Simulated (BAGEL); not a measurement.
**A workflow on BSiH4O2F (SMILES OB(F)O[SiH3])**

Aim: a single-point energy (HF/cc-pVDZ), then a single-point energy (NEVPT2(2,2)/cc-pVDZ), then the energy (CASPT2(2,2)/cc-pVDZ) of BSiH4O2F. 

Program for the calculation: BAGEL 1.2.2.

1 further run of the same task is left out (set aside as unsound or not needed).

## 1. The system as given

The species is BSiH4O2F (9 atoms), meant as a singlet with charge 0. SMILES: `OB(F)O[SiH3]`. One bond was lengthened or shortened from a relaxed shape.

Bond lengths: O1–B2 1.563 Å, B2–F3 1.334 Å, B2–O4 1.348 Å, O4–Si5 1.655 Å, O1–H6 0.960 Å, Si5–H7 1.480 Å, Si5–H8 1.484 Å, Si5–H9 1.484 Å. Some angles: O1–B2–F3 120.0°, O1–B2–O4 121.1°, F3–B2–O4 118.9°, B2–O4–Si5 131.9°, B2–O1–H6 113.4°, O4–Si5–H7 106.4°, O4–Si5–H8 110.2°, O4–Si5–H9 110.2°, H7–Si5–H8 110.1°, H7–Si5–H9 110.1°.

## 2. A single-point energy at HF/cc-pVDZ (density fitting with svp-jkfit) (run 1)

Input file hf.json:

```json
{ "bagel": [

{
  "title": "molecule",
  "basis": "cc-pvdz.json",
  "df_basis": "svp-jkfit",
  "geometry": [
    { "atom": "O", "xyz": [    -3.39569801,     0.88180101,     0.75626084 ] },
    { "atom": "B", "xyz": [    -0.74719771,     2.18660210,     0.66650640 ] },
    { "atom": "F", "xyz": [    -0.52402105,     4.63134079,     1.24325082 ] },
    { "atom": "O", "xyz": [     1.33962685,     0.88231313,     0.01171630 ] },
    { "atom": "Si", "xyz": [     1.76538215,    -2.10685566,    -0.80313360 ] },
    { "atom": "H", "xyz": [    -4.73437999,     2.00278655,     1.24777860 ] },
    { "atom": "H", "xyz": [     4.50113866,    -2.40732211,    -1.30561178 ] },
    { "atom": "H", "xyz": [     0.29196269,    -2.69777302,    -3.11389071 ] },
    { "atom": "H", "xyz": [     0.97925608,    -3.80023924,     1.28841527 ] }
  ]
},

{
  "title": "hf",
  "charge": 0
},

{
  "title": "print",
  "file": "orbitals.molden",
  "orbitals": true
}

]}
```

The basis set cc-pVDZ is read from a file made from the Basis Set Exchange's data (not shown).

On the command line:

```bash
$ BAGEL_NUM_THREADS=1 BAGEL hf.json > hf.out
```

Output:

```text
* using 1 threads per process

  ===============================================================
  ===============================================================

  *** Geometry ***

  { "atom" : "O", "xyz" : [     -3.395698,      0.881801,      0.756261 ] },
  { "atom" : "B", "xyz" : [     -0.747198,      2.186602,      0.666506 ] },
  { "atom" : "F", "xyz" : [     -0.524021,      4.631341,      1.243251 ] },
  { "atom" : "O", "xyz" : [      1.339627,      0.882313,      0.011716 ] },
  { "atom" : "Si", "xyz" : [      1.765382,     -2.106856,     -0.803134 ] },
  { "atom" : "H", "xyz" : [     -4.734380,      2.002787,      1.247779 ] },
  { "atom" : "H", "xyz" : [      4.501139,     -2.407322,     -1.305612 ] },
  { "atom" : "H", "xyz" : [      0.291963,     -2.697773,     -3.113891 ] },
  { "atom" : "H", "xyz" : [      0.979256,     -3.800239,      1.288415 ] },

  Number of auxiliary basis functions:      506

  Since a DF basis is specified, we compute 2- and 3-index integrals:
    o Being stored without compression. Storage requirement is 0.036 GB

  Number of basis functions:       94
  Number of electrons      :       48

    * METHOD: MOLECULE                             0.23

  *** RHF ***

  === Nuclear Repulsion ===
   216.8338930270

      * DIIS with orbital gradients will be used.

  === RHF iteration (cc-pvdz.json) ===
      0       -564.98856864          0.01695904           0.07
      1       -565.19984104          0.01161725           0.07
      2       -565.30851862          0.00112426           0.07
      3       -565.30980413          0.00026900           0.07
      4       -565.30987396          0.00008974           0.07
      5       -565.30988234          0.00002050           0.07
      6       -565.30988287          0.00000694           0.07
      7       -565.30988295          0.00000172           0.07
      8       -565.30988296          0.00000080           0.07
      9       -565.30988296          0.00000026           0.07
     10       -565.30988296          0.00000008           0.07
     11       -565.30988296          0.00000003           0.07
     12       -565.30988296          0.00000001           0.07
    * SCF iteration converged.

    * Permanent dipole moment:
           (    0.183929,     0.199980,     0.020767) a.u.

    * METHOD: HF                                   1.02

    * METHOD: PRINT                                0.02

  ===============================================================
```

Run time: 1.4 s. Hardware: 1 thread of Arm Neoverse V2, shared host; peak memory 0.15 GiB.

## 3. The energy at NEVPT2(2,2)/cc-pVDZ (density fitting with svp-jkfit) (run 2)

Input file input.json:

```json
{ "bagel": [

{
  "title": "molecule",
  "basis": "cc-pvdz.json",
  "df_basis": "svp-jkfit",
  "geometry": [
    { "atom": "O", "xyz": [ -3.39569801,  0.88180101,  0.75626084 ] },
    { "atom": "B", "xyz": [ -0.74719771,  2.18660210,  0.66650640 ] },
    { "atom": "F", "xyz": [ -0.52402105,  4.63134079,  1.24325082 ] },
    { "atom": "O", "xyz": [  1.33962685,  0.88231313,  0.01171630 ] },
    { "atom": "Si", "xyz": [  1.76538215, -2.10685566, -0.80313360 ] },
    { "atom": "H", "xyz": [ -4.73437999,  2.00278655,  1.24777860 ] },
    { "atom": "H", "xyz": [  4.50113866, -2.40732211, -1.30561178 ] },
    { "atom": "H", "xyz": [  0.29196269, -2.69777302, -3.11389071 ] },
    { "atom": "H", "xyz": [  0.97925608, -3.80023924,  1.28841527 ] }
  ]
},
{ "title": "hf" },
{ "title": "nevpt2", "nstate": 1, "nact": 2, "nclosed": 23, "active": [12, 33], "maxiter": 200, "natocc": true, "ncore": 9 },
{ "title": "print", "file": "orbitals.molden", "orbitals": true }

]}
```

The basis set cc-pVDZ is read from a file made from the Basis Set Exchange's data (not shown).

On the command line:

```bash
$ BAGEL_NUM_THREADS=1 BAGEL input.json > input.out
```

Output:

```text
* using 1 threads per process

  ===============================================================
  ===============================================================

  *** Geometry ***

  { "atom" : "O", "xyz" : [     -3.395698,      0.881801,      0.756261 ] },
  { "atom" : "B", "xyz" : [     -0.747198,      2.186602,      0.666506 ] },
  { "atom" : "F", "xyz" : [     -0.524021,      4.631341,      1.243251 ] },
[... 5 lines of this table left out ...]
  { "atom" : "H", "xyz" : [      0.979256,     -3.800239,      1.288415 ] },

  Number of auxiliary basis functions:      506

  Since a DF basis is specified, we compute 2- and 3-index integrals:
    o Being stored without compression. Storage requirement is 0.036 GB

[... 18 lines left out ...]
    * SCF iteration converged.
[... 1 line left out ...]
    * Permanent dipole moment:
[... 28 lines left out ...]
    * Second-order optimization converged. *

     guess   0:   closed 1.                   open ..

  === FCI iteration ===

      0  0      -565.30956852     9.81e-02      0.00
      1  0      -565.33002652     3.21e-03      0.00
      2  0 *    -565.33006356     6.83e-16      0.00

     * ci vector, state   0, <S^2> = 0.0000
       2.     0.9945895734
       .2    -0.1038825323

  === DF-NEVPT2 calculation ===

    * 3-index integral transformation done
    * assembly done

      NEVPT2 correlation energy:   -0.7138595546      0.24

          (+0)     -0.6140572368
          (+0)'    -0.0435040208
          (+1)     -0.0128638141
          (+1)'    -0.0000000000
          (+2)     -0.0004797001
          (-1)     -0.0376259954
          (-1)'     0.0000000000
          (-2)     -0.0053287873

      NEVPT2 total energy:       -566.0439231157

    * METHOD: NEVPT2                               6.74

    * METHOD: PRINT                                0.02

  ===============================================================
```

Wall time 8.1 s (1 thread of Arm Neoverse V2, shared host); peak memory 0.15 GiB.

## 4. A single-point energy at CASPT2(2,2)/cc-pVDZ (density fitting with svp-jkfit) (run 3)

Input file caspt2.json:

```json
{ "bagel" : [

{
  "title" : "molecule",
  "basis" : "cc-pvdz.json",
  "df_basis" : "svp-jkfit",
  "geometry" : [
    { "atom" : "O", "xyz" : [ -3.39569801,  0.88180101,  0.75626084 ] },
    { "atom" : "B", "xyz" : [ -0.74719771,  2.18660210,  0.66650640 ] },
    { "atom" : "F", "xyz" : [ -0.52402105,  4.63134079,  1.24325082 ] },
    { "atom" : "O", "xyz" : [  1.33962685,  0.88231313,  0.01171630 ] },
    { "atom" : "Si", "xyz" : [  1.76538215, -2.10685566, -0.80313360 ] },
    { "atom" : "H", "xyz" : [ -4.73437999,  2.00278655,  1.24777860 ] },
    { "atom" : "H", "xyz" : [  4.50113866, -2.40732211, -1.30561178 ] },
    { "atom" : "H", "xyz" : [  0.29196269, -2.69777302, -3.11389071 ] },
    { "atom" : "H", "xyz" : [  0.97925608, -3.80023924,  1.28841527 ] }
  ]
},
{
  "title" : "hf",
  "charge" : 0
},
{
  "title" : "casscf",
  "nstate" : 1,
  "nact" : 2,
  "nclosed" : 23,
  "charge" : 0,
  "active" : [12, 33],
  "maxiter" : 200,
  "natocc" : true
},
{
  "title" : "print",
  "file" : "orbitals.molden",
  "orbitals" : true
},
{
  "title" : "smith",
  "method" : "caspt2",
  "ms" : true,
  "xms" : true,
  "sssr" : true,
  "shift" : 0.2,
  "shift_imag" : true,
  "ncore" : 9
}

]}
```

The basis set cc-pVDZ is read from a file made from the Basis Set Exchange's data (not shown).

On the command line:

```bash
$ BAGEL_NUM_THREADS=1 BAGEL caspt2.json > caspt2.out
```

Output:

```text
* using 1 threads per process

  ===============================================================
  ===============================================================

  *** Geometry ***

  { "atom" : "O", "xyz" : [     -3.395698,      0.881801,      0.756261 ] },
  { "atom" : "B", "xyz" : [     -0.747198,      2.186602,      0.666506 ] },
  { "atom" : "F", "xyz" : [     -0.524021,      4.631341,      1.243251 ] },
[... 5 lines of this table left out ...]
  { "atom" : "H", "xyz" : [      0.979256,     -3.800239,      1.288415 ] },

  Number of auxiliary basis functions:      506

  Since a DF basis is specified, we compute 2- and 3-index integrals:
    o Being stored without compression. Storage requirement is 0.036 GB

[... 18 lines left out ...]
    * SCF iteration converged.
[... 1 line left out ...]
    * Permanent dipole moment:
[... 27 lines left out ...]
    * Second-order optimization converged. *
[... 9 lines left out ...]
     * ci vector, state   0, <S^2> = 0.0000
[... 16 lines left out ...]
    * Zeroth order energy : state  0       -1.3996835067
[... 4 lines left out ...]
       #      aibj      arbs      arbi      airj      risj      airs      arst      rist         Etot      error   time
[... 2 lines left out ...]
       0  -0.61429  -0.00624  -0.03787  -0.01430  -0.00065  -0.03788  -0.00000  -0.00000   -0.7112180  0.0023247   0.12
       1  -0.61474  -0.00632  -0.03818  -0.01464  -0.00070  -0.03907  -0.00000  -0.00000   -0.7136665  0.0004207   0.11
       2  -0.61480  -0.00633  -0.03813  -0.01467  -0.00071  -0.03914  -0.00000  -0.00000   -0.7137861  0.0000820   0.11
       3  -0.61480  -0.00633  -0.03813  -0.01465  -0.00071  -0.03917  -0.00000  -0.00000   -0.7137895  0.0000172   0.11
       4  -0.61480  -0.00633  -0.03813  -0.01465  -0.00071  -0.03917  -0.00000  -0.00000   -0.7137896  0.0000039   0.12
       5  -0.61480  -0.00633  -0.03813  -0.01465  -0.00071  -0.03917   0.00000  -0.00000   -0.7137897  0.0000009   0.12

      ------------------------------------------------------------------------------------------------------------------

    * CASPT2 energy : state  0     -566.0463479424
        w/o shift correction       -566.0438532174
        reference weight              0.8389856957

    * METHOD: SMITH                                0.97

  ===============================================================
```

Wall time 9.3 s (1 thread of Arm Neoverse V2, shared host); peak memory 0.3 GiB.

## 5. Summary of results

| quantity | value |
| --- | --- |
| run 1, HF/cc-pVDZ: total energy | -565.30988 Eh |
| run 1, HF/cc-pVDZ: dipole moment | 0.69 D |
| run 1, HF/cc-pVDZ: HOMO energy | -12.87 eV |
| run 1, HF/cc-pVDZ: LUMO energy | 3.79 eV |
| run 1, HF/cc-pVDZ: HOMO–LUMO gap | 16.66 eV |
| run 2, NEVPT2(2,2)/cc-pVDZ: total energy | -566.04392 Eh |
| run 3, CASPT2(2,2)/cc-pVDZ: total energy | -566.04635 Eh |
